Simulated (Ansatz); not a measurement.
**RuH₂+ (quartet): the correlation ladder, def2-QZVPP**

An exercise on one series of results from a longer session: the logs are not shown, and one member is left open.

Method: def2-QZVPP, core rule «outside noble gas», up to 4 orbitals frozen; program: Ansatz 0.2.0, Gaussian basis.

To be run: UHF; ROHF; CCSD(T) on UHF.

2 further runs of the same task are left out: 2 set aside as unsound or not needed. Runs told in other sessions of the task aren't counted.

### The system

The geometry is a PBE0/def2-TZVP stationary point (not a proven minimum) of the parent state, kept for this charge and spin. No spin-orbit coupling is included. Elements past krypton take def2 core potentials.

3 atoms, charge 1, spin multiplicity 4.

Atoms are counted from 1 here; the program's logs count them from 0.

Bond lengths: Ru1–H2 1.559 Å, Ru1–H3 1.559 Å. Angles: H2–Ru1–H3 75.0°.

Set-up of the first run:

The input, in.yaml:

```yaml
crystal:
  periodic: [false, false, false]
  atoms:
    - {symbol: Ru, position_ang: [0.000000, 0.000000, -0.024187]}
    - {symbol: H, position_ang: [0.000000, 0.949682, 1.212659]}
    - {symbol: H, position_ang: [0.000000, -0.949682, 1.212659]}
basis:
  gaussian: {orbitals: "def2-QZVPP.json"}
total_charge: 1
magnetization: {spin_polarized: true, initial_magnetization: 3}
hamiltonian: {xc: hf}
output: {orbitals: {seedname: orbitals}}
```

Started as:

```console
$ ansatz run in.yaml --threads 1 --pin off --events-out ev --progress --plain --max-ram 4096MiB --backend cpu
```

Steps of the session up to this table: UHF; ROHF; CCSD(T) on UHF.

One table of the session follows, with a row left open; its other results are not shown here.

| method | from UCCSD(T) (meV) |
| --- | --- |
| ROHF | ? |
| UHF | +7275.1 |
| UMP2 | +745.8 |
| UCCSD | +321.1 |
| UCCSD(T) | 0 |

Q: Estimate the row for ROHF from the others.

The run gave: from UCCSD(T) (meV): +7604.3. In the column «from UCCSD(T) (meV)» it is the highest.

To keep in mind: Warnings: spin contamination; coupled cluster took another determinant than the lowest.
